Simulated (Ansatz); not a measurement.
**ClGaH4N2: search for a transition state**

Wanted: the transition state of a 1,2-elimination (form N2–H4 and break Ga1–N2, N3–H4). The guess is relaxed with those distances held, a saddle search follows, and vibrations and two downhill relaxations check it.

Computed with Ansatz 0.2.0, Gaussian basis. Level: PBE0-D4, def2-SVP first, then def2-TZVP.

114 further runs of the same task are left out: 114 set aside as unsound or not needed.

## (1) Starting geometry

The guess: 8 atoms, charge 0, spin multiplicity 1.

Atoms are counted from 1 here; the program's logs count them from 0.

Bond lengths: Ga1–N2 2.065 Å, Ga1–N3 1.793 Å, Ga1–H4 1.969 Å, Ga1–Cl5 2.087 Å, N2–H6 1.015 Å, N2–H7 1.016 Å, N3–H8 1.014 Å. Angles: N2–Ga1–N3 81.3°, N2–Ga1–H4 38.2°, N2–Ga1–Cl5 122.2°, N3–Ga1–H4 43.6°, N3–Ga1–Cl5 155.4°, H4–Ga1–Cl5 160.3°, Ga1–N2–H6 125.7°, Ga1–N2–H7 122.7°, H6–N2–H7 107.4°, Ga1–N3–H8 127.3°.

Geometry (Å):

| atom | x (Å) | y (Å) | z (Å) |
| --- | --- | --- | --- |
| Ga1 | -0.55910 | 0.58420 | 0.68650 |
| N2 | 0.97550 | 0.15080 | -0.62520 |
| N3 | -0.95460 | -1.13480 | 0.36720 |
| H4 | 0.10170 | -0.83410 | -0.50930 |
| Cl5 | -0.65680 | 2.39140 | 1.72480 |
| H6 | 1.06700 | 0.51070 | -1.56970 |
| H7 | 1.90160 | -0.12730 | -0.31430 |
| H8 | -1.87520 | -1.54100 | 0.24000 |

Distances that are to change: N2–H4 1.32 Å, Ga1–N2 2.06 Å, N3–H4 1.41 Å.

## (2) Relaxing the guess with the reacting distances held

File hold/in.yaml:

```yaml
crystal:
  periodic: [false, false, false]
  atoms:
    - {symbol: Ga, position_ang: [-0.559100, 0.584200, 0.686500]}
    - {symbol: N, position_ang: [0.975500, 0.150800, -0.625200]}
    - {symbol: N, position_ang: [-0.954600, -1.134800, 0.367200]}
    - {symbol: H, position_ang: [0.101700, -0.834100, -0.509300]}
    - {symbol: Cl, position_ang: [-0.656800, 2.391400, 1.724800]}
    - {symbol: H, position_ang: [1.067000, 0.510700, -1.569700]}
    - {symbol: H, position_ang: [1.901600, -0.127300, -0.314300]}
    - {symbol: H, position_ang: [-1.875200, -1.541000, 0.240000]}
basis:
  gaussian: {orbitals: def2-SVP}
hamiltonian: {xc: pbe0, dispersion: d4}
relax: {f_tol: 0.04, max_steps: 150, escape_saddle: false, constraints: [{distance: [1, 3]}, {distance: [0, 1]}, {distance: [2, 3]}]}
```

Started as:

```sh
ansatz run in.yaml --threads 4 --pin off --events-out ev --progress --plain --max-ram 9574MiB
```

The runs that follow: Force constants to start from; Saddle search in the small basis; Saddle search in triple zeta; Checking the order of the point; Relaxing after a step of 0.30 Å one way along the mode; Relaxing after a step of 0.30 Å the other way along the mode.

Before running it: what results should come out? Wanted: imaginary mode; barrier from the start side; barrier from the end side; energy of the step; pairs that change; zero-point energy at the saddle.

**Answer**, as computed:

```
                       quantity                                        value
                 imaginary mode                                   1445i cm⁻¹
    barrier from the start side                                     2.288 eV
      barrier from the end side                                     0.428 eV
             energy of the step                                    +1.860 eV
              pairs that change  N2–H4 formed, Ga1–N2 loosened, N3–H4 broken
zero-point energy at the saddle                                     1.332 eV
```

**Reading.** The point has a single imaginary mode (1445i cm⁻¹), as a transition state must. It joins the planned start and end. A bond meant to break is only loosened at the end: the products stay bound as an adduct. At PBE0-D4/def2-TZVP the electronic barrier is 2.288 eV, about 89 kT at 298 K, and the step runs 1.860 eV uphill. With so stiff a mode tunnelling counts: Wigner's rough correction is a factor of 3.0 at 298 K. A step off the saddle overshot and began above it in energy, so the link to its end is likely but not proven.
